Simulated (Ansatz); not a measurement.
# Ga2O3: the cost of one run

The runs shown are made with Ansatz 0.2.0. PAW datasets, plane waves. Computed at 0 K without zero-point motion; spin polarisation is off.

## 1. Starting point

The unstrained cell was relaxed with r2SCAN; in each strained cell the atoms were relaxed again with r2SCAN. Names of k-points are those of the unstrained zone, where strain can split equivalent points. First state: no strain.

It is trigonal, R-3c (No. 167); conventional cell a = 4.985 Å, c = 13.442 Å, 9.64 Å³ an atom. Near Ga stand 6 O at 1.93–2.07 Å; near O stand 4 Ga at 1.93–2.07 Å.

As a file:

```cif
data_structure
_symmetry_space_group_name_H-M 'P 1'
_symmetry_Int_Tables_number 1
_cell_length_a 5.3252
_cell_length_b 5.3252
_cell_length_c 5.3252
_cell_angle_alpha 55.810
_cell_angle_beta 55.810
_cell_angle_gamma 55.810
_cell_volume 96.41
loop_
_atom_site_label
_atom_site_type_symbol
_atom_site_fract_x
_atom_site_fract_y
_atom_site_fract_z
_atom_site_occupancy
Ga1 Ga 0.85543 0.85543 0.85543 1
Ga2 Ga 0.35543 0.35543 0.35543 1
Ga3 Ga 0.14457 0.14457 0.14457 1
Ga4 Ga 0.64457 0.64457 0.64457 1
O1 O 0.44637 0.05363 0.75000 1
O2 O 0.05363 0.75000 0.44637 1
O3 O 0.55363 0.94637 0.25000 1
O4 O 0.25000 0.55363 0.94637 1
O5 O 0.94637 0.25000 0.55363 1
O6 O 0.75000 0.44637 0.05363 1
```

## 2. No strain: PBE

input.yaml

```yaml
crystal:
  lattice:
    - [2.492259744, 1.4389068341, 4.4806440197]
    - [-2.492259744, 1.4389068341, 4.4806440197]
    - [0.0, -2.8778136682, 4.4806440197]
  atoms:
    - { symbol: Ga, position: [0.8554260894, 0.8554260894, 0.8554260894] }
    - { symbol: Ga, position: [0.3554260894, 0.3554260894, 0.3554260894] }
    - { symbol: Ga, position: [0.1445739106, 0.1445739106, 0.1445739106] }
    - { symbol: Ga, position: [0.6445739106, 0.6445739106, 0.6445739106] }
    - { symbol: O, position: [0.4463666996, 0.0536333004, 0.75] }
    - { symbol: O, position: [0.0536333004, 0.75, 0.4463666996] }
    - { symbol: O, position: [0.5536333004, 0.9463666996, 0.25] }
    - { symbol: O, position: [0.25, 0.5536333004, 0.9463666996] }
    - { symbol: O, position: [0.9463666996, 0.25, 0.5536333004] }
    - { symbol: O, position: [0.75, 0.4463666996, 0.0536333004] }
kpoints:
  mp_grid: { grid: [6, 6, 6] }
  band_path:
    path:
      - [0.0, 0.0, 0.0]
      - [0.5, 0.5, 0.5]
      - [0.764580087, 0.235419913, 0.5]
      - [0.5, -0.235419913, 0.235419913]
      - [0.5, 0.0, 0.0]
      - [0.3677099565, -0.3677099565, 0.0]
      - [0.6322900435, 0.0, 0.3677099565]
      - [0.5, 0.0, 0.5]
      - [0.0, 0.166667, -0.166667]
    npoints: 1
hamiltonian:
  xc: pbe
scf:
  occupations: { method: fermi_dirac, width: 0.02 }
  n_extra_bands: 6
output:
  forces: true
  stress: true
  eigenvalues: true
```

Started as:

```console
> ansatz run input.yaml --threads 2 --pin off --max-ram 20275MiB --backend cpu --events-out ev --progress --plain --runs-dir out
```

What time and memory should one allow on 2 threads of AMD EPYC 7R13 (Zen 3), shared host?

About 3.6 s, with a peak of 0.66 GiB.
